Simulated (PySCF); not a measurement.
**[Tm(NH3)3]2+: other functionals and bases at one geometry**

Aim: see how levels, charges and forces of [Tm(NH3)3]2+ depend on the level of theory. The structure is generated, not taken from experiment.

The runs use PySCF 2.14.0; several levels, as the steps say, no spin–orbit coupling.

1 further run of the same task is left out (for a known fault of the program).

## Step 1: The system as given

13 atoms, charge 2, spin multiplicity 1.

Bond lengths: Tm1–N2 2.581 Å, Tm1–N6 2.581 Å, Tm1–N10 2.579 Å, N2–H3 1.028 Å, N2–H4 1.027 Å, N2–H5 1.027 Å, N6–H7 1.027 Å, N6–H8 1.028 Å, N6–H9 1.027 Å, N10–H11 1.027 Å, N10–H12 1.027 Å, N10–H13 1.027 Å. Angles: N2–Tm1–N6 120.0°, N2–Tm1–N10 120.0°, N6–Tm1–N10 120.0°, Tm1–N2–H3 114.9°, Tm1–N2–H4 115.0°, Tm1–N2–H5 114.9°, H3–N2–H4 103.4°, H3–N2–H5 103.5°, H4–N2–H5 103.5°, Tm1–N6–H7 115.0°, Tm1–N6–H8 114.9°, Tm1–N6–H9 115.0°, H7–N6–H8 103.5°, H7–N6–H9 103.5°, H8–N6–H9 103.5°, Tm1–N10–H11 115.0°, Tm1–N10–H12 114.9°, Tm1–N10–H13 114.9° and more.

Geometry (Å):

| atom | x (Å) | y (Å) | z (Å) |
| --- | --- | --- | --- |
| Tm1 | -0.0006 | -0.0009 | -0.0004 |
| N2 | 2.5803 | -0.0002 | 0.0066 |
| H3 | 3.0109 | -0.2449 | 0.9068 |
| H4 | 3.0169 | -0.6557 | -0.6532 |
| H5 | 3.0137 | 0.9011 | -0.2290 |
| N6 | -1.2902 | 2.2343 | 0.0094 |
| H7 | -0.9538 | 2.9266 | 0.6899 |
| H8 | -1.2743 | 2.7468 | -0.8811 |
| H9 | -2.2922 | 2.1560 | 0.2225 |
| N10 | -1.2902 | -2.2344 | -0.0159 |
| H11 | -1.9331 | -2.3692 | 0.7741 |
| H12 | -1.8870 | -2.3843 | -0.8387 |
| H13 | -0.7004 | -3.0752 | 0.0090 |

Formal oxidation states: Tm +2. Each metal's 13 4f electrons lie in its core potential, so multiplicities, spins and levels count the valence alone. An earlier session relaxed this geometry at PBE0, Tm lcecp-0-SVP with ECP59, N def2-SVP, H def2-SVP (singlet, point group C1).

At PBE0 on the finer grid: E = -201.393986 Eh, frontier levels not given, since the 4f levels lie in the core, Mulliken charge on Tm1 +1.23 e, largest force component 0.005 eV/Å. 

Levels to run: r2SCAN; wB97X. Hardware: 2 threads of Intel Xeon Platinum 8375C at 2.90GHz (Ice Lake), shared host.

## Step 2: r2SCAN

Contents of run.py (the lines that set the calculation):

```python
mol = gto.M(atom='''
Tm    -0.00061    -0.00088    -0.00040
N      2.58028    -0.00016     0.00656
H      3.01091    -0.24488     0.90682
H      3.01694    -0.65567    -0.65323
H      3.01372     0.90107    -0.22896
N     -1.29022     2.23426     0.00938
H     -0.95381     2.92665     0.68989
H     -1.27432     2.74676    -0.88106
H     -2.29220     2.15597     0.22250
N     -1.29021    -2.23444    -0.01590
H     -1.93309    -2.36919     0.77409
H     -1.88698    -2.38432    -0.83868
H     -0.70041    -3.07516     0.00899''',
    basis={'Tm': 'lcecp-0-SVP', 'N': 'def2-SVP', 'H': 'def2-SVP'},
    ecp={'Tm': 'lcecp-0-SVP'},
    charge=2, spin=0)
mf = dft.RKS(mol, xc='R2SCAN')
mf.grids.atom_grid = (75, 302)  # f atoms: unpruned, at least (60, 302)
mf = mf.density_fit()  # fitting sets: Tm AutoAux, N def2-universal-JKFIT, H def2-universal-JKFIT
mf.conv_tol = 1e-08; mf.max_cycle = 55
mf.kernel(dm0)  # dm0: the density of the relaxed state
```

Command:

```console
OMP_NUM_THREADS=2 python run.py
```

## Step 3: wB97X

run.py (the lines that set the calculation): that of step 2 with these lines changed.

```diff
@@ -17,3 +17,3 @@
     charge=2, spin=0)
-mf = dft.RKS(mol, xc='R2SCAN')
+mf = dft.RKS(mol, xc='WB97X')
 mf.grids.atom_grid = (75, 302)  # f atoms: unpruned, at least (60, 302)
```

What does the calculation give? Wanted: for each run, charge on Tm1; dipole; largest force.

The runs gave:

| level | state | charge on Tm1 (e) | dipole (D) | largest force (eV/Å) | basis functions | time |
| --- | --- | --- | --- | --- | --- | --- |
| PBE0 (relaxed here) | singlet | 1.23 | 0.00 | 0.01 | 118 | 40 s |
| r2SCAN | singlet | 1.24 | 0.00 | 0.12 | 118 | 25 s |
| wB97X | singlet | 1.25 | 0.00 | 0.04 | 118 | 22 s |

Times are on 2 threads of Intel Xeon Platinum 8375C at 2.90GHz (Ice Lake), shared host; the first row also made further properties. The dipole of a charged species depends on the origin, so these sizes hold for this origin alone.

The largest leftover force, 0.12 eV/Å with r2SCAN, stands at a geometry relaxed at another level. The Mulliken charge on Tm spans +1.23 to +1.25 e over the levels. With 4f in the core, its levels are missing from HOMO and gap. Total energies of different levels can't be compared. Spin–orbit coupling is left out throughout.
